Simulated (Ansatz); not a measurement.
# Zr3Ga2: the cost of one run

Method: reference: DFT r2SCAN, plane waves, PAW, scalar-relativistic, no spin polarisation, in Ansatz 0.2.0.

**1. The starting structure**

It takes space group R-3m (No. 166, trigonal). The conventional cell has a = 4.627 Å, b = 4.627 Å, c = 14.723 Å, α = 90.00°, β = 90.00°, γ = 120.00°. Zr (site symmetry 3m) has 4 Zr at 2.80 to 2.87 Å and 4 Ga at 2.83 to 3.04 Å as nearest neighbours. Around Zr (site symmetry -3m) lie 6 Zr at 2.87 Å and 2 Ga at 2.93 Å. Ga (site symmetry 3m) has 5 Zr at 2.83 to 3.04 Å and 3 Ga at 2.83 Å as nearest neighbours.

Structure file:

```
CELL_PARAMETERS angstrom
2.31347 4.00704 0.00000
-2.31347 4.00704 0.00000
-2.31347 1.33568 4.90771
ATOMIC_POSITIONS crystal
Zr 0.40500 0.19000 0.21500
Zr 0.59500 0.81000 0.78500
Zr 0.00000 0.00000 0.00000
Ga 0.80130 0.39740 0.40390
Ga 0.19870 0.60260 0.59610
```

**2. Reference**

input.yaml

```yaml
crystal:
  lattice:
    - [2.313468, 4.007041, 0.0]
    - [-2.313468, 4.007041, 0.0]
    - [-2.313468, 1.335677, 4.907709]
  atoms:
    - { symbol: Zr, position: [0.405, 0.19, 0.215] }
    - { symbol: Zr, position: [0.595, 0.81, 0.785] }
    - { symbol: Zr, position: [0.0, 0.0, 0.0] }
    - { symbol: Ga, position: [0.8013, 0.3974, 0.4039] }
    - { symbol: Ga, position: [0.1987, 0.6026, 0.5961] }
  symmetry: { tolerance: 0.0003 }
kpoints:
  mp_grid: { grid: [5, 5, 5], shift: [0, 0, 0] }
magnetization:
  spin_polarized: false
scf:
  occupations: { method: fermi_dirac, width: 0.0213 }
hamiltonian:
  pseudopotentials: { kind: paw }
  xc: r2scan
basis:
  ecutwfc: 500
output:
  forces: true
  stress: true
  eigenvalues: true
```

The run is started by

```bash
$ ansatz run input.yaml --threads 1 --pin off --max-ram 2560MiB --backend cpu --events-out ev --progress --plain --runs-dir out
```

**Question.** How long does this run take on 1 thread of Intel Xeon 6975P-C (Granite Rapids), shared host, and how much memory does it need?

About 6.9 s, with a peak of 0.73 GiB.
